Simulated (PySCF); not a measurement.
# ZrF₃: relaxation and vibrations of the doublet

The task is one start of a wider search on ZrF₃: the doublet, from a PBE0 minimum start. It is relaxed, tested by its Hessian and followed downhill if it is a saddle.

Program: PySCF 2.14.0. Level of theory: PBE0, basis Zr def2-SVP with ECP28, F def2-SVP, scalar-relativistic core potentials, no spin–orbit coupling, density fitting. These are calculated values, not measurements.

**1. The system as given**

4 atoms, charge 0, spin multiplicity 2.

Bond lengths: Zr1–F2 1.903 Å, Zr1–F3 1.903 Å, Zr1–F4 1.903 Å. Angles: F2–Zr1–F3 119.7°, F2–Zr1–F4 119.7°, F3–Zr1–F4 120.6°.

```xyz
4
charge 0 multiplicity 2
Zr    0.0021    0.0000    0.0000
F    -1.9007    0.0000    0.0000
F     0.9455    1.6530    0.0000
F     0.9455   -1.6530    0.0000
```

**2. The SCF at the typed geometry**

One driver script runs all steps and calls PySCF; scf.py shows how it sets up the SCF of each step. The optimiser is the driver's own. After this first run the driver tries any further starts and a stability analysis.

scf.py reads:

```python
from pyscf import gto, scf, dft
mol = gto.M(atom='''
Zr     0.002060    -0.000000     0.000000
F     -1.900720     0.000000    -0.000000
F      0.945470     1.653050    -0.000000
F      0.945470    -1.653050    -0.000000''',
    basis={'Zr': 'def2-SVP', 'F': 'def2-SVP'},
    ecp={'Zr': 'def2-SVP'},
    charge=0, spin=1)
mf = dft.UKS(mol, xc='PBE0')
mf.grids.atom_grid = (50, 194)
aux = {'Zr': 'def2-universal-JKFIT', 'F': 'def2-universal-JKFIT'}
mf = mf.density_fit(auxbasis=aux)
mf.conv_tol = 1e-08
mf.diis_space = 10
mf.max_cycle = 60
mf.init_guess = 'minao'
mf.verbose = 4
mf.kernel()
```

Launch:

```
$ OMP_NUM_THREADS=2 python axn.py task.json out
```

Further steps of the session: PBE0 minimum start, doublet: relaxation; Vibrations and properties at this point.

What does the calculation give? Wanted: minimum; geometry; wavenumbers; dipole moment; highest occupied, lowest empty level; polar-tensor charge of Zr1; zero-point energy; atomisation energy; ⟨S²⟩.

As calculated:

| quantity | value |
| --- | --- |
| minimum | doublet, D3h |
| geometry | Zr–F 1.903 Å (×3); F–Zr–F 120.0° (×3) |
| wavenumbers (cm⁻¹) | 72 (a2''), 157 (e'), 657 (a1'), 706 (e') |
| dipole moment | 0.00 D |
| highest occupied, lowest empty level (either spin) | -5.88, -2.36 eV |
| polar-tensor charge of Zr1 | +1.89 e |
| zero-point energy | 14.7 kJ/mol |
| entropy at 298.15 K | 313.9 J/(mol K) |
| atomisation energy (no zero-point energy) | 1966 kJ/mol |
| ⟨S²⟩ | 0.752 |

In words: The PBE0 minimum start (C2v) ends in a minimum of D3h symmetry. In the infrared the band at 706 cm⁻¹ (e', stretch) leads. Zr1 has a polar-tensor charge of +1.9 e (a dipole derivative, not a static charge), yet symmetry cancels the bond dipoles. Most of the spin sits on Zr1 (Mulliken spin 1.05, against 1 for the whole molecule). Other starts or spin states, not run here, may lie lower. One determinant may miss the lowest occupation of an open d or f shell.
